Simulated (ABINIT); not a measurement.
# Zn3P (Pm-3m) in ABINIT: reference runs

How does Zn3P come out in PBE? The cell is run as given and disturbed.

Everything below comes from runs of ABINIT 10.8.3 (patched build). Logs are shortened: lines on timing, memory, paths and dates and some standing lists are left out, and cuts for length are marked. The log counts tension as positive stress, the text compression.

**1. Starting point**

It takes space group Pm-3m (No. 221, cubic). The conventional cell has a = 3.976 Å, b = 3.976 Å, c = 3.976 Å, α = 90.00°, β = 90.00°, γ = 90.00°. Around Zn (site symmetry 4/mmm) lie 8 Zn at 2.81 Å and 4 P at 2.81 Å. Around P (site symmetry m-3m) lie 12 Zn at 2.81 Å.

The cell comes from a database or a generator and needn't be the stable form of this composition.

**2. Single point, PBE**

run.abi

```
pp_dirpath "./"
pseudos "Zn.GGA_PBE-JTH.xml, P.GGA_PBE-JTH.xml"

acell 7.5126402235 7.5126402235 7.5126402235
rprim
     1.0000000000     0.0000000000     0.0000000000
     0.0000000000     1.0000000000     0.0000000000
     0.0000000000     0.0000000000     1.0000000000
ntypat 2
znucl 30 15
natom 4
typat 1 1 1 2
xred
     0.5000000000     0.5000000000     0.0000000000
     0.5000000000     0.0000000000     0.5000000000
     0.0000000000     0.5000000000     0.5000000000
     0.0000000000     0.0000000000     0.0000000000

ecut 22.0
pawecutdg 44.0
pawxcdev 0

kptopt 1
ngkpt 7 7 7
nshiftk 1
shiftk 0.0 0.0 0.0

ixc 11

nband 25
occopt 3
tsmear 0.00183747

nstep 100
tolvrs 1.0e-9

iomode 3
prtwf 0
prtden 0
prteig 0
prtebands 0
```

Potentials or basis: JTH PAW PBE v2.0.

On the command line:

```console
$ abinit run.abi > log 2>&1
```

run.abo:

```text
.Version 10.8.3 of ABINIT
 Symmetries : space group Pm -3 m (#221); Bravais cP (primitive cubic)
================================================================================
 Values of the parameters that define the memory need of the present run
     intxc =       0    ionmov =       0      iscf =      17    lmnmax =      18
     lnmax =       6     mgfft =      32  mpssoang =       3    mqgrid =    3001
     natom =       4  nloc_mem =       2    nspden =       1   nspinor =       1
    nsppol =       1      nsym =      48    n1xccc =       1    ntypat =       2
    occopt =       3   xclevel =       2
       mpw =        2109          nfft =       32768          nkpt =          20
 PAW method is used; the additional fine FFT grid is defined by:
   mgfftf=        48    nfftf =    110592
================================================================================
================================================================================

--------------------------------------------------------------------------------
------------- Echo of variables that govern the present computation ------------
--------------------------------------------------------------------------------
 -outvars: echo values of preprocessed input variables --------
            acell      7.5126402235E+00  7.5126402235E+00  7.5126402235E+00 Bohr
              amu      6.53900000E+01  3.09737620E+01
             ecut      2.20000000E+01 Hartree
              ixc          11
         kptrlatt        7    0    0      0    7    0      0    0    7
          kptrlen      5.25884816E+01
            natom           4
            nband          25
            ngfft          32      32      32
          ngfftdg          48      48      48
             nkpt          20
            nstep         100
             nsym          48
           ntypat           2
           occopt           3
        pawecutdg      4.40000000E+01 Hartree
         pawxcdev           0
           prtden           0
        prtebands           0
           prteig           0
            prtwf           0
          spgroup         221
           tolvrs      1.00000000E-09
           tsmear      1.83747000E-03 Hartree
            typat      1  1  1  2
           useylm           1
           xangst      1.9877589986E+00  1.9877589986E+00  0.0000000000E+00
                       1.9877589986E+00  0.0000000000E+00  1.9877589986E+00
                       0.0000000000E+00  1.9877589986E+00  1.9877589986E+00
                       0.0000000000E+00  0.0000000000E+00  0.0000000000E+00
            xcart      3.7563201118E+00  3.7563201118E+00  0.0000000000E+00
                       3.7563201118E+00  0.0000000000E+00  3.7563201118E+00
                       0.0000000000E+00  3.7563201118E+00  3.7563201118E+00
                       0.0000000000E+00  0.0000000000E+00  0.0000000000E+00
             xred      5.0000000000E-01  5.0000000000E-01  0.0000000000E+00
                       5.0000000000E-01  0.0000000000E+00  5.0000000000E-01
                       0.0000000000E+00  5.0000000000E-01  5.0000000000E-01
                       0.0000000000E+00  0.0000000000E+00  0.0000000000E+00
            znucl       30.00000   15.00000

================================================================================

 chkinp: Checking input parameters for consistency.

================================================================================
== DATASET  1 ==================================================================

--- !DatasetInfo
iteration_state: {dtset: 1, }
dimensions: {natom: 4, nkpt: 20, mband: 25, nsppol: 1, nspinor: 1, nspden: 1, mpw: 2109, }
cutoff_energies: {ecut:  22.0, pawecutdg:  44.0, }
electrons: {nelect:   4.10000000E+01, charge:   0.00000000E+00, occopt:   3.00000000E+00, tsmear:   1.83747000E-03, }
meta: {optdriver: 0, ionmov: 0, optcell: 0, iscf: 17, paral_kgb: 0, }
...

 Exchange-correlation functional for the present dataset will be:
  GGA: Perdew-Burke-Ernzerhof functional - ixc=11
  J.P.Perdew, K.Burke, M.Ernzerhof, PRL 77, 3865 (1996)

 Real(R)+Recip(G) space primitive vectors, cartesian coordinates (Bohr,Bohr^-1):
 R(1)=  7.5126402  0.0000000  0.0000000  G(1)=  0.1331090  0.0000000  0.0000000
 R(2)=  0.0000000  7.5126402  0.0000000  G(2)=  0.0000000  0.1331090  0.0000000
 R(3)=  0.0000000  0.0000000  7.5126402  G(3)=  0.0000000  0.0000000  0.1331090
 Unit cell volume ucvol=  4.2401163E+02 bohr^3
 Angles (23,13,12)=  9.00000000E+01  9.00000000E+01  9.00000000E+01 degrees

 Coarse grid specifications (used for wave-functions):

 getcut: wavevector=  0.0000  0.0000  0.0000  ngfft=  32  32  32
         ecut(hartree)=     22.000   => boxcut(ratio)=   2.01735
[... 85 lines left out ...]
- [  5.0000E-01,   5.0000E-01,   0.0000E+00, Zn]
- [  5.0000E-01,   0.0000E+00,   5.0000E-01, Zn]
- [  0.0000E+00,   5.0000E-01,   5.0000E-01, Zn]
- [  0.0000E+00,   0.0000E+00,   0.0000E+00,  P]
cartesian_forces: # hartree/bohr
- [ -0.00000000E+00,  -0.00000000E+00,  -0.00000000E+00, ]
- [ -0.00000000E+00,  -0.00000000E+00,  -0.00000000E+00, ]
- [ -0.00000000E+00,  -0.00000000E+00,  -0.00000000E+00, ]
- [ -0.00000000E+00,  -0.00000000E+00,  -0.00000000E+00, ]
force_length_stats: {min:   0.00000000E+00, max:   0.00000000E+00, mean:   0.00000000E+00, }
...

 Integrated electronic density in atomic spheres:
 ------------------------------------------------
 Atom  Sphere_radius  Integrated_density
    1        2.30770         10.69266007
    2        2.30770         10.69266007
    3        2.30770         10.69266007
    4        1.60765          1.52067428

================================================================================

 ----iterations are completed or convergence reached----

 Mean square residual over all n,k,spin=   10.565E-07; max=  38.399E-05
 reduced coordinates (array xred) for    4 atoms
       0.500000000000      0.500000000000      0.000000000000
       0.500000000000      0.000000000000      0.500000000000
       0.000000000000      0.500000000000      0.500000000000
       0.000000000000      0.000000000000      0.000000000000
 rms dE/dt=  0.0000E+00; max dE/dt=  0.0000E+00; dE/dt below (all hartree)
    1       0.000000000000      0.000000000000      0.000000000000
    2       0.000000000000      0.000000000000      0.000000000000
    3       0.000000000000      0.000000000000      0.000000000000
    4       0.000000000000      0.000000000000      0.000000000000

 cartesian coordinates (angstrom) at end:
    1      1.98775899864619     1.98775899864619     0.00000000000000
    2      1.98775899864619     0.00000000000000     1.98775899864619
    3      0.00000000000000     1.98775899864619     1.98775899864619
    4      0.00000000000000     0.00000000000000     0.00000000000000

 cartesian forces (hartree/bohr) at end:
    1     -0.00000000000000    -0.00000000000000    -0.00000000000000
    2     -0.00000000000000    -0.00000000000000    -0.00000000000000
    3     -0.00000000000000    -0.00000000000000    -0.00000000000000
    4     -0.00000000000000    -0.00000000000000    -0.00000000000000
 frms,max,avg= 0.0000000E+00 0.0000000E+00   0.000E+00  0.000E+00  0.000E+00 h/b

 cartesian forces (eV/Angstrom) at end:
    1     -0.00000000000000    -0.00000000000000    -0.00000000000000
    2     -0.00000000000000    -0.00000000000000    -0.00000000000000
    3     -0.00000000000000    -0.00000000000000    -0.00000000000000
    4     -0.00000000000000    -0.00000000000000    -0.00000000000000
 frms,max,avg= 0.0000000E+00 0.0000000E+00   0.000E+00  0.000E+00  0.000E+00 e/A
 length scales=  7.512640223500  7.512640223500  7.512640223500 bohr
              =  3.975517997292  3.975517997292  3.975517997292 angstroms
 Fermi (or HOMO) energy (hartree) =   0.37602   Average Vxc (hartree)=  -0.39011
 Eigenvalues (hartree) for nkpt=  20  k points:
 kpt#   1, nband= 25, wtk=  0.00292, kpt=  0.0000  0.0000  0.0000 (reduced coord)
  -0.09377    0.06255    0.07766    0.07766    0.07766    0.08149    0.08149    0.10154
   0.10154    0.10154    0.10880    0.10880    0.11459    0.11733    0.11733    0.11733
   0.23123    0.25021    0.25021    0.25021    0.39372    0.39372    0.52951    0.52951
   0.52951
      occupation numbers for kpt#   1
   2.00000    2.00000    2.00000    2.00000    2.00000    2.00000    2.00000    2.00000
   2.00000    2.00000    2.00000    2.00000    2.00000    2.00000    2.00000    2.00000
   2.00000    2.00000    2.00000    2.00000    0.00013    0.00013    0.00000    0.00000
   0.00000
 prteigrs : prtvol=0 or 1, do not print more k-points.

--- !EnergyTerms
iteration_state     : {dtset: 1, }
comment             : Components of total free energy in Hartree
kinetic             :  2.20224197438514E+01
hartree             :  4.79417436872551E+01
xc                  : -7.49014504767319E+00
Ewald energy        : -1.33751333948262E+02
psp_core            :  2.43492351363062E+00
local_psp           : -1.81244694191224E+02
PAW spherical_terms :  5.05123831121639E+01
internal            : -1.99574703130258E+02
'-kT*entropy'       : -5.71325668702318E-04
total_energy        : -1.99575274455927E+02
total_energy_eV     : -5.43071987836789E+03
...

--- !EnergyTermsDC
iteration_state     : {dtset: 1, }
comment             : '"Double-counting" decomposition of free energy'
band_energy         :  4.93058844589997E+00
Ewald energy        : -1.33751333948262E+02
psp_core            :  2.43492351363062E+00
xc_dc               : -4.66518928505647E+01
PAW spherical_terms : -2.65369701116279E+01
internal            : -1.99574684950924E+02
'-kT*entropy'       : -5.71325668702318E-04
total_energy_dc     : -1.99575256276593E+02
total_energy_dc_eV  : -5.43071938368301E+03
...

--- !EnergyTermsWithPAWCore
iteration_state     : {dtset: 1, }
comment             : 'Components of total free energy, including PAW core contributions'
Total energy        : -5.73025141169010E+03
Total energy DC     : -5.73025139351076E+03
Total energy (eV)   : -1.55928084450077E+05
Total energy DC (eV): -1.55928083955392E+05
...

 Cartesian components of stress tensor (hartree/bohr^3)
  sigma(1 1)=  4.07307767E-05  sigma(3 2)=  0.00000000E+00
  sigma(2 2)=  4.07307767E-05  sigma(3 1)=  0.00000000E+00
  sigma(3 3)=  4.07307767E-05  sigma(2 1)=  0.00000000E+00

-Cartesian components of stress tensor (GPa)         [Pressure= -1.1983E+00 GPa]
- sigma(1 1)=  1.19834082E+00  sigma(3 2)=  0.00000000E+00
- sigma(2 2)=  1.19834082E+00  sigma(3 1)=  0.00000000E+00
- sigma(3 3)=  1.19834082E+00  sigma(2 1)=  0.00000000E+00

== END DATASET(S) ==============================================================
================================================================================

 -outvars: echo values of variables after computation  --------
            acell      7.5126402235E+00  7.5126402235E+00  7.5126402235E+00 Bohr
           etotal     -1.9957525628E+02
            fcart     -0.0000000000E+00 -0.0000000000E+00 -0.0000000000E+00
                      -0.0000000000E+00 -0.0000000000E+00 -0.0000000000E+00
                      -0.0000000000E+00 -0.0000000000E+00 -0.0000000000E+00
                      -0.0000000000E+00 -0.0000000000E+00 -0.0000000000E+00
           strten      4.0730776692E-05  4.0730776692E-05  4.0730776692E-05
                       0.0000000000E+00  0.0000000000E+00  0.0000000000E+00
           xangst      1.9877589986E+00  1.9877589986E+00  0.0000000000E+00
                       1.9877589986E+00  0.0000000000E+00  1.9877589986E+00
                       0.0000000000E+00  1.9877589986E+00  1.9877589986E+00
                       0.0000000000E+00  0.0000000000E+00  0.0000000000E+00
             xred      5.0000000000E-01  5.0000000000E-01  0.0000000000E+00
                       5.0000000000E-01  0.0000000000E+00  5.0000000000E-01
                       0.0000000000E+00  5.0000000000E-01  5.0000000000E-01
                       0.0000000000E+00  0.0000000000E+00  0.0000000000E+00
 Calculation completed.
```

It took 62 s on 1 thread of Arm Neoverse V2, shared host; peak memory 0.13 GiB.

What came out:

| Property | Result |
| --- | --- |
| Free energy | -5430.7194 eV |
| Pressure | -1.2 GPa |
| Band gap on the k mesh | none (metal or under the smearing width) |
| Valence electrons inside the program's atomic spheres | Zn 10.69; P 1.52 |

Levels at points of the mesh, in eV from the Fermi level:
```tsv
k point	band 16	band 17	band 18	band 19	band 20	band 21	band 22	band 23	band 24	band 25
(0.00, 0.00, 0.00)	-7.04	-3.94	-3.42	-3.42	-3.42	0.48	0.48	4.18	4.18	4.18
```

(Part 1 of 2 ends here.)
